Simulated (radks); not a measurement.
# Ge⁴⁻ held by a Watson sphere

The task here is to estimate one member of a computed series from the others.

Method: scalar-relativistic Kohn-Sham, LDA (Slater exchange, Perdew-Wang correlation), spin-polarised, spherical densities, point nucleus. Code: radks (a radial shooting solver on a logarithmic mesh, Libxc functionals) version 1.

## The atom as given

```
element       : germanium (Z = 32)
charge        : -4
electrons     : 36
configuration : [Kr]
```

The outer shells:

Ge⁴⁻
```
[Ar] core
3d [↑↓][↑↓][↑↓][↑↓][↑↓]
4s [↑↓]
4p [↑↓][↑↓][↑↓]
```

The first run:

Settings of this run:

```text
Z 32
configuration [Kr]
relativity scalar-relativistic
functional lda,pw
spin polarised
nucleus point
c 137.035999084
watson charge 4 radius 2.18 bohr
response adiabatic LDA kernel
```

On the command line:

```console
$ python run_ks.py task.json out
```

The same process makes all the runs of this session.

Steps of the session up to this table: R = 2.18 bohr; R = 4.05 bohr; R = 4.06 bohr; R = 4.35 bohr; R = 4.95 bohr; R = 4.98 bohr.

One of the session's tables, all rows but one given; the rest of the session is left out.

| R (bohr) | highest level (eV) | its <r> (bohr) | sum of <r²> (bohr²) | α (bohr³) |
| --- | --- | --- | --- | --- |
| 2.18 | -7.689 | 2.519 | 65.20 | 37.93 |
| 4.05 | -4.499 | 3.571 | 114.3 | 162.2 |
| 4.06 | ? | ? | ? | ? |
| 4.35 | -4.160 | 3.747 | 124.0 | 201.6 |
| 4.95 | -3.606 | 4.103 | 144.8 | 303.0 |
| 4.98 | -3.582 | 4.121 | 145.9 | 309.0 |

Q: Estimate the row for R (bohr) = 4.06 from the others.

Worked estimate for «highest level (eV)». A straight line through the neighbours (4.05, -4.499) and (4.35, -4.160) gives -4.499 + (-4.160 + 4.499) × (4.06 − 4.05) / (4.35 − 4.05) = -4.488; a parabola fitted to 4 rows on both sides gives -4.489.

The run gave: highest level (eV): -4.487; its <r> (bohr): 3.577; sum of <r²> (bohr²): 114.7; α (bohr³): 163.4. In «highest level (eV)» the line misses by -0.001 and the parabola by -0.002.

What this shows: From R = 2.18 to 4.98 bohr the top level moves from -7.689 to -3.582 eV and its mean radius from 2.52 to 4.12 bohr. A wider sphere makes a shallower well, so the ion swells.
